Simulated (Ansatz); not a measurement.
# C2H7FOSi: geometry optimisation in Python

What geometry does C2H7FOSi take? Aim: a geometry optimisation, for C2H7FOSi, run from a script.

Computed with the Python package of Ansatz 0.2.0. Level of theory: B3LYP/cc-pVDZ.

## 1. The system

Bond lengths: C1–C2 1.493 Å, C2–F3 1.339 Å, C2–O4 1.436 Å, O4–Si5 1.635 Å, C1–H6 1.094 Å, C1–H7 1.070 Å, C1–H8 1.154 Å, C2–H9 1.062 Å, Si5–H10 1.451 Å, Si5–H11 1.474 Å, Si5–H12 1.506 Å. Angles (14 of 19 angles, heavy atoms first): C1–C2–F3 108.0°, C1–C2–O4 108.6°, F3–C2–O4 106.2°, C2–O4–Si5 119.0°, C1–C2–H9 111.2°, F3–C2–H9 107.5°, O4–C2–H9 115.0°, C2–C1–H6 112.0°, C2–C1–H7 113.7°, C2–C1–H8 107.4°, O4–Si5–H10 109.7°, O4–Si5–H11 108.2°, O4–Si5–H12 106.9°, H6–C1–H7 111.2°.

The script holds or builds the structure itself.

## 2. The code

Input file run_opt.py:

```python
# -*- coding: utf-8 -*-
import argparse
import itertools

import ansatz as az
from ase.data import atomic_numbers, covalent_radii
import numpy as np

parser = argparse.ArgumentParser(description="Relax the C2H7FOSi molecule.")
parser.add_argument("--basis-set", default="cc-pVDZ", help="Gaussian basis set")
parser.add_argument("--functional", default="b3lyp", help="exchange-correlation functional")
args = parser.parse_args()


def main():
    molecule = (
        az.Crystal.molecule()
        .atom("C", [-1.1446, 0.6474, 1.3545])
        .atom("C", [-0.3083, 0.5574, 0.1213])
        .atom("F", [0.6827, 1.4524, 0.2268])
        .atom("O", [0.3205, -0.7332, 0.0883])
        .atom("Si", [1.1887, -1.1588, -1.2302])
        .atom("H", [-2.0176, -0.0107, 1.3057])
        .atom("H", [-0.5949, 0.495, 2.2596])
        .atom("H", [-1.5601, 1.7225, 1.411])
        .atom("H", [-0.8721, 0.805, -0.7444])
        .atom("H", [0.4636, -0.7907, -2.4325])
        .atom("H", [1.4174, -2.6143, -1.1822])
        .atom("H", [2.5017, -0.4271, -1.1439])
    )

    calc = molecule.calculation()
    calc = calc.basis(gaussian=args.basis_set).functional(args.functional)
    symbols = [site.symbol for site in molecule.cartesian_sites]
    start = np.array([site.position_ang for site in molecule.cartesian_sites], dtype=float)
    def progress(event):
        if event["event"] == "relax_step":
            row = event["data"]
            print(f"step {row['step']:3d}  E = {row['lagrangian_ev']:.6f} eV  largest force component {row['allowed_force_max_ev_ang']:.4f} eV/A")


    r = calc.relax(force_tolerance=0.01, max_steps=100).session().plan().execute(on_event=progress).report
    end = np.array(r["positions_ang"])

    print("reference energy %16.6f eV" % r["reference_energy_ev"])
    print("total energy     %16.6f eV" % r["free_energy_ev"])
    print("occupied orbitals outside the frozen core (up, down):", r["n_occupied"], " frozen:", r["n_frozen"], " virtual:", r["n_virtual"])

    radius = [covalent_radii[atomic_numbers[s]] for s in symbols]
    span = lambda where, i, j: np.linalg.norm(where[i] - where[j])
    bonded = [(i, j) for i, j in itertools.combinations(range(len(symbols)), 2) if min(span(start, i, j), span(end, i, j)) < 1.2 * (radius[i] + radius[j])]
    print("pair        before    after (A)")
    for i, j in bonded:
        print(f"{symbols[i]}{i}-{symbols[j]}{j}".ljust(10), f"{span(start, i, j):8.4f} {span(end, i, j):8.4f}")
    with open("c2h7fosi_opt.xyz", "w") as handle:
        handle.write(f"{len(symbols)}\nrelaxed C2H7FOSi\n")
        handle.writelines(f"{s:2s} {x:11.6f} {y:11.6f} {z:11.6f}\n" for s, (x, y, z) in zip(symbols, end))


if __name__ == "__main__":
    main()
```

## 3. What the engine is handed

The package turns the script's settings into the engine's input:

```yaml
crystal:
  periodic: [false, false, false]
  atoms:
    - { symbol: C, position_ang: [-1.1446, 0.6474, 1.3545] }
    - { symbol: C, position_ang: [-0.3083, 0.5574, 0.1213] }
    - { symbol: F, position_ang: [0.6827, 1.4524, 0.2268] }
    - { symbol: O, position_ang: [0.3205, -0.7332, 0.0883] }
    - { symbol: Si, position_ang: [1.1887, -1.1588, -1.2302] }
    - { symbol: H, position_ang: [-2.0176, -0.0107, 1.3057] }
    - { symbol: H, position_ang: [-0.5949, 0.495, 2.2596] }
    - { symbol: H, position_ang: [-1.5601, 1.7225, 1.411] }
    - { symbol: H, position_ang: [-0.8721, 0.805, -0.7444] }
    - { symbol: H, position_ang: [0.4636, -0.7907, -2.4325] }
    - { symbol: H, position_ang: [1.4174, -2.6143, -1.1822] }
    - { symbol: H, position_ang: [2.5017, -0.4271, -1.1439] }
basis:
  gaussian:
    orbitals: cc-pVDZ
hamiltonian:
  xc: b3lyp
relax:
  f_tol: 0.01
  max_steps: 100
```

## 4. Launch

On the command line:

```
$ python run_opt.py
```

Q: Predict the main results. Wanted: total energy; dipole moment; moves of the relaxation; energy gained; last largest force component.

The runs gave:

```
                    quantity           value
                total energy  -14831.2320 eV
               dipole moment          1.01 D
     moves of the relaxation              10
               energy gained        0.399 eV
last largest force component     0.0094 eV/Å
```

In words: The relaxation took 10 moves; the largest shift is 0.459 Å, of atom 10 (H). The end point is the stationary point reached from this start; no frequency run checks that it is a minimum, and the basis set is modest. b3lyp holds the VWN-RPA fit, as in Gaussian; the form of ORCA and Turbomole is b3lyp5.
